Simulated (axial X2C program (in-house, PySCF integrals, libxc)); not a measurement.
# TaC⁻: properties at the nuclei

Wanted for TaC⁻: properties at the nuclei, at the two-component level.

Method: two-component X2C with atomic mean-field terms, Ta dyall-acv3z, C dyall-av3z; program: an in-house X2C program for linear molecules on PySCF integrals.

All values are calculated.

### 1 Set-up

Contents of task.json:

```json
{
 "zs": [
  73,
  6
 ],
 "q": -1,
 "bas": [
  "dyall-acv3z",
  "dyall-av3z"
 ],
 "r0": 1.93,
 "levels": [
  "PBE0",
  "HF",
  "BHandHLYP",
  "LDA",
  "B3LYP"
 ],
 "nst": 3
}
```

Keys: zs atomic numbers; q charge; bas basis sets; r0 starting distance in Å; levels methods (HF also brings MP2); nst determinants followed.

The run is started by

```sh
$ python soeom.py task.json out
```

After this run come: Expectation values, lowest determinant; Expectation values, a higher determinant; Expectation values, a higher determinant.

Q: Predict the outcome of this session. Wanted: lowest determinant; qzz Ta; qzz C; higher determinant; Eeff magnitude; Ws magnitude Ta; A∥/gI Ta (for each run or level that gives them).

As calculated:

| quantity | value |
| --- | --- |
| lowest determinant | Ω = 0 (closed shell) |
| qzz Ta (a.u.), PBE0 | -10.70 |
| qzz C (a.u.), PBE0 | -0.30 |
| higher determinant | Ω = 1 (excess of +ω over −ω: ω = -1/2, ω = 3/2) |
| Eeff magnitude (GV/cm), PBE0, higher determinant | 12.3 |
| Ws magnitude Ta (kHz), PBE0, higher determinant | 14.5 |
| A∥/gI Ta (MHz), PBE0, higher determinant | -481 |
| qzz Ta (a.u.), PBE0, higher determinant | -4.37 |
| higher determinant | Ω = 2 (excess of +ω over −ω: ω = 1/2, ω = 3/2) |
| Eeff magnitude (GV/cm), PBE0, higher determinant | 1.62 |
| Ws magnitude Ta (kHz), PBE0, higher determinant | 0.82 |
| A∥/gI Ta (MHz), PBE0, higher determinant | 647 |
| qzz Ta (a.u.), PBE0, higher determinant | -5.00 |

What this shows: The expectation values come from single determinants, which for open shells can mix terms of unlike spin or miss the lowest Ω, so a determinant need not be a state. Eeff is the effective electric field on the electron dipole moment in this Ω state and Ws the scalar–pseudoscalar constant (defined with the proton number Z and per Ω); A∥ is the parallel hyperfine constant, which follows by multiplying with the nuclear g factor gI = μI/(I μN); qzz is the electric field gradient, eQq0 = 234.96 MHz × Q/barn × qzz. The operators were transformed with the bare-nucleus X2C matrices.
